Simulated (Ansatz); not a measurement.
# C₂H₉OSbSi: a ladder of functionals and wavefunction methods

An exercise on one series of results from a longer session: the logs are not shown, and one member is left open.

Method: functionals in def2-TZVPP, the program's frozen cores in correlated methods; program: Ansatz 0.2.0, Gaussian basis.

The runs, in order: LDA (SPW92), PBE-D4, revPBE-D4, BLYP-D4, r2SCAN-D4, B97M-V, PBE0-D4, B3LYP-D4, r2SCANh-D4, r2SCAN0-D4, HSE06-D4, BHLYP-D4, CAM-B3LYP-D4, LC-ωPBE, ωB97X-V, ωB97M-V, B2PLYP, PBE-QIDH; CCSD(T)/def2-SVP; MP2/def2-TZVPP; MP2/def2-QZVPP; RPA on PBE.

## The geometry

The geometry comes from an earlier relaxation with PBE0-D4 in a triple-zeta def2 set; it is a stationary point, not always the lowest conformer. Sb takes the def2 core potential; no spin-orbit term is included.

SMILES `C[O][Sb]([CH3])[SiH3]`, 14 atoms, charge 0, spin multiplicity 1.

Atoms are counted from 1 here; the program's logs count them from 0.

Bond lengths: C1–O2 1.404 Å, C1–H6 1.094 Å, C1–H7 1.099 Å, C1–H8 1.099 Å, O2–Sb3 1.985 Å, Sb3–C4 2.147 Å, Sb3–Si5 2.593 Å, C4–H9 1.090 Å, C4–H10 1.091 Å, C4–H11 1.089 Å, Si5–H12 1.488 Å, Si5–H13 1.489 Å, Si5–H14 1.491 Å. Angles: O2–C1–H6 107.9°, O2–C1–H7 112.4°, O2–C1–H8 112.7°, H6–C1–H7 107.8°, H6–C1–H8 107.9°, H7–C1–H8 107.9°, C1–O2–Sb3 117.7°, O2–Sb3–C4 91.2°, O2–Sb3–Si5 93.9°, C4–Sb3–Si5 93.1°, Sb3–C4–H9 108.0°, Sb3–C4–H10 110.2°, Sb3–C4–H11 109.3°, H9–C4–H10 109.9°, H9–C4–H11 110.0°, H10–C4–H11 109.4°, Sb3–Si5–H12 110.3°, Sb3–Si5–H13 110.2° and more.

The first run:

in.yaml reads:

```yaml
crystal:
  periodic: [false, false, false]
  atoms:
    - {symbol: C, position_ang: [-2.199895, 0.809217, 0.786962]}
    - {symbol: O, position_ang: [-1.124007, -0.092050, 0.823958]}
    - {symbol: Sb, position_ang: [-0.367507, -0.698659, -0.908648]}
    - {symbol: C, position_ang: [0.933134, -2.081374, 0.093384]}
    - {symbol: Si, position_ang: [1.434109, 1.165406, -0.974716]}
    - {symbol: H, position_ang: [-2.562427, 0.942070, 1.810200]}
    - {symbol: H, position_ang: [-1.906431, 1.796814, 0.404014]}
    - {symbol: H, position_ang: [-3.037757, 0.444789, 0.176245]}
    - {symbol: H, position_ang: [1.256810, -1.623525, 1.027680]}
    - {symbol: H, position_ang: [1.799438, -2.302774, -0.531562]}
    - {symbol: H, position_ang: [0.389689, -3.002770, 0.299185]}
    - {symbol: H, position_ang: [2.229247, 1.159178, 0.283341]}
    - {symbol: H, position_ang: [0.788415, 2.497395, -1.132628]}
    - {symbol: H, position_ang: [2.354583, 0.957285, -2.128616]}
basis:
  gaussian: {orbitals: def2-TZVPP}
hamiltonian: {xc: lda}
output: {orbitals: {seedname: orbitals}}
```

Run with:

```bash
> ansatz run in.yaml --threads 4 --pin off --events-out ev --progress --plain --max-ram 11315MiB
```

Steps of the session up to this table: LDA; PBE-D4 (GGA); revPBE-D4 (GGA); BLYP-D4 (GGA); r2SCAN-D4 (meta-GGA); B97M-V (meta-GGA); B3LYP-D4 (hybrid); r2SCANh-D4 (hybrid); r2SCAN0-D4 (hybrid); HSE06-D4 (hybrid); BHLYP-D4 (hybrid); CAM-B3LYP-D4 (range-separated); LC-ωPBE (range-separated); ωB97X-V (range-separated); ωB97M-V (range-separated); B2PLYP (double hybrid); PBE-QIDH (double hybrid).

One table of the session follows, with a row left open; its other results are not shown here.

It belongs to the step «Frontier levels by functional». 

| functional | HOMO (eV) | gap (eV) |
| --- | --- | --- |
| LDA (SPW92) | -5.54 | 3.49 |
| PBE-D4 | -5.41 | 3.59 |
| revPBE-D4 | -5.35 | 3.64 |
| BLYP-D4 | -5.29 | 3.59 |
| r2SCAN-D4 | -5.64 | 4.01 |
| B97M-V | -5.74 | 4.02 |
| PBE0-D4 | -6.51 | 5.48 |
| B3LYP-D4 | -6.33 | 5.10 |
| r2SCANh-D4 | -6.06 | 4.71 |
| r2SCAN0-D4 | -6.66 | 5.74 |
| HSE06-D4 | -6.12 | 4.73 |
| BHLYP-D4 | -7.45 | 7.27 |
| CAM-B3LYP-D4 | -7.72 | 7.69 |
| LC-ωPBE | ? | ? |
| ωB97X-V | -8.64 | 9.57 |
| ωB97M-V | -8.53 | 9.25 |

**Question.** Estimate the row for LC-ωPBE.

**Answer.** HOMO (eV): -8.92; gap (eV): 9.98. In the column «HOMO (eV)» it is the lowest.
